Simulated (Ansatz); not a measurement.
# BiCl₃: how energies converge with the basis set

Aim: see how fast density functionals converge with the basis set for BiCl₃.

Method: one geometry, several basis sets; program: Ansatz 0.2.0, Gaussian basis.

Plan: PBE0-D4/def2-SVP; ωB97M-V/def2-SVP; PBE0-D4/def2-QZVPP; ωB97M-V/def2-QZVPP; the functionals' def2-TZVPP values are taken from earlier runs.

### Step 1. The geometry

All runs share one geometry, relaxed beforehand with PBE0-D4 in a triple-zeta def2 set. Bi takes the def2 core potential; no spin-orbit term is included.

SMILES `[Cl][Bi]([Cl])[Cl]`, 4 atoms, charge 0, spin multiplicity 1.

Atoms are counted from 1 here; the program's logs count them from 0.

Bond lengths: Cl1–Bi2 2.424 Å, Bi2–Cl3 2.424 Å, Bi2–Cl4 2.424 Å. Angles: Cl1–Bi2–Cl3 98.0°, Cl1–Bi2–Cl4 98.0°, Cl3–Bi2–Cl4 98.0°.

### Step 2. PBE0-D4 in def2-SVP

Input file in.yaml:

```yaml
crystal:
  periodic: [false, false, false]
  atoms:
    - {symbol: Cl, position_ang: [1.048479, 0.476392, 1.795165]}
    - {symbol: Bi, position_ang: [-0.804625, -0.088843, 0.338597]}
    - {symbol: Cl, position_ang: [0.199116, -2.001995, -0.760173]}
    - {symbol: Cl, position_ang: [-0.387469, 1.554146, -1.393890]}
basis:
  gaussian: {orbitals: def2-SVP}
hamiltonian: {xc: pbe0, dispersion: d4}
output: {orbitals: {seedname: orbitals}}
```

Further steps of the session: ωB97M-V in def2-SVP; PBE0-D4 in def2-QZVPP; ωB97M-V in def2-QZVPP.

Before running them: what should the planned runs give, taken together? Wanted: PBE0-D4: double and triple zeta above quadruple; ωB97M-V: double and triple zeta above quadruple.

**Answer**, as computed:

```
                                       quantity           value
PBE0-D4: double and triple zeta above quadruple  14.68, 1.19 eV
ωB97M-V: double and triple zeta above quadruple  14.52, 1.15 eV
```

For PBE0-D4 the step from double to triple zeta gains 13.49 eV and the next only 1.19 eV. These are total energies; as a rule much of such shifts cancels in differences, which this series doesn't test.
